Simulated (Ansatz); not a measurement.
**GaGe (quartet): the correlation ladder at distance Ge1–Ga2 = 4.523 Å, cc-pVDZ**

Aim: climb from Hartree-Fock through coupled cluster and multireference methods for GaGe (quartet) at one geometry and basis, and see what each rung misses.

Method: cc-pVDZ, core rule «outside noble gas», up to 28 orbitals frozen; program: Ansatz 0.2.0, Gaussian basis.

Plan: UHF; CCSD(T) on ROHF; CCSD(T) on UHF; BCCD(T) on ROHF; CISD as a restricted active space (open shells left free, so some higher excitations enter); CCSDT(Q) on ROHF; CCSDT(Q) on UHF; CASSCF and MRCISD+Q, 5 electrons in 5 orbitals; CASSCF and NEVPT2, 5 electrons in 5 orbitals; CASSCF and MRCISD+Q, 7 electrons in 8 orbitals; CASSCF and MRCISD+Q(relaxed), 7 electrons in 8 orbitals; CASSCF and NEVPT2, 7 electrons in 8 orbitals; Full CI.

22 further runs of the same task are left out: 3 for a known fault of the program, 13 that didn't finish, 6 set aside as unsound or not needed. Runs told in other sessions of the task aren't counted.

**1. The system**

The geometry derives from a PBE0/def2-TZVP stationary point (not a proven minimum). One bond is set to the value named and the two fragments are kept rigid. No spin-orbit coupling is included. The filled d shell of Ge, Ga may be among the frozen orbitals whatever the setting's name suggests.

2 atoms, charge 0, spin multiplicity 4.

Atoms are counted from 1 here; the program's logs count them from 0.

No contacts short enough for the rule that draws bonds.

**2. UHF**

File in.yaml:

```yaml
crystal:
  periodic: [false, false, false]
  atoms:
    - {symbol: Ge, position_ang: [0.000000, 0.000000, 0.000000]}
    - {symbol: Ga, position_ang: [0.000000, 0.000000, 4.523000]}
basis:
  gaussian: {orbitals: cc-pVDZ}
magnetization: {spin_polarized: true, initial_magnetization: 3}
hamiltonian: {xc: hf}
output: {orbitals: {seedname: orbitals}}
```

Started as:

```sh
$ ansatz run in.yaml --threads 1 --pin off --events-out ev --progress --plain --max-ram 2393MiB
```

Further steps of the session: CCSD(T) on ROHF; CCSD(T) on UHF; BCCD(T) on ROHF; CISD as a restricted active space (open shells left free, so some higher excitations enter); CCSDT(Q) on ROHF; CCSDT(Q) on UHF; CASSCF and MRCISD+Q, 5 electrons in 5 orbitals; CASSCF and NEVPT2, 5 electrons in 5 orbitals; CASSCF and MRCISD+Q, 7 electrons in 8 orbitals; CASSCF and MRCISD+Q(relaxed), 7 electrons in 8 orbitals; CASSCF and NEVPT2, 7 electrons in 8 orbitals; Full CI.

Q: Predict the results of all the runs planned. Wanted: FCI from the RHF energy; RMP2 from FCI; UMP2 from FCI; RCCSD from FCI; RCCSD(T) from FCI; UCCSD(T) from FCI; RCCSDT(Q) from FCI; UCCSDT(Q) from FCI; T1 diagnostic.

The runs gave:

```
                         quantity                                 value
          FCI from the ROHF energy                            -3.0288 eV
                    RMP2 from FCI                            +945.3 meV
                    UMP2 from FCI                            +938.5 meV
                   RCCSD from FCI                            +123.0 meV
                RCCSD(T) from FCI                             +74.4 meV
                UCCSD(T) from FCI                             +63.9 meV
               RCCSDT(Q) from FCI                              +3.3 meV
               UCCSDT(Q) from FCI                              -3.0 meV
levels within 1 kcal/mol (43 meV)  RCCSDT, UCCSDT, RCCSDT(Q), UCCSDT(Q)
                    T1 diagnostic                                 0.024
   effectively unpaired electrons                                  3.20
```

In words: RCCSD(T) misses by +74.4 meV, 2.5 % of the correlation energy. UCCSDT(Q) falls below full CI: unrestricted runs freeze a spin-polarised core, another one than full CI's, and coupled cluster isn't variational. The occupations show static correlation (3.20 effectively unpaired electrons where one determinant has 3). These misses are within one basis, not against nature; the frozen cores of restricted and unrestricted runs differ, which can shift their rows.

Levels on UHF freeze UHF's core orbitals, full CI those of ROHF, so the U rows can settle a little off it for that reason alone.

With open shells the CI space here admits some higher excitations, so it is larger than plain CISD.
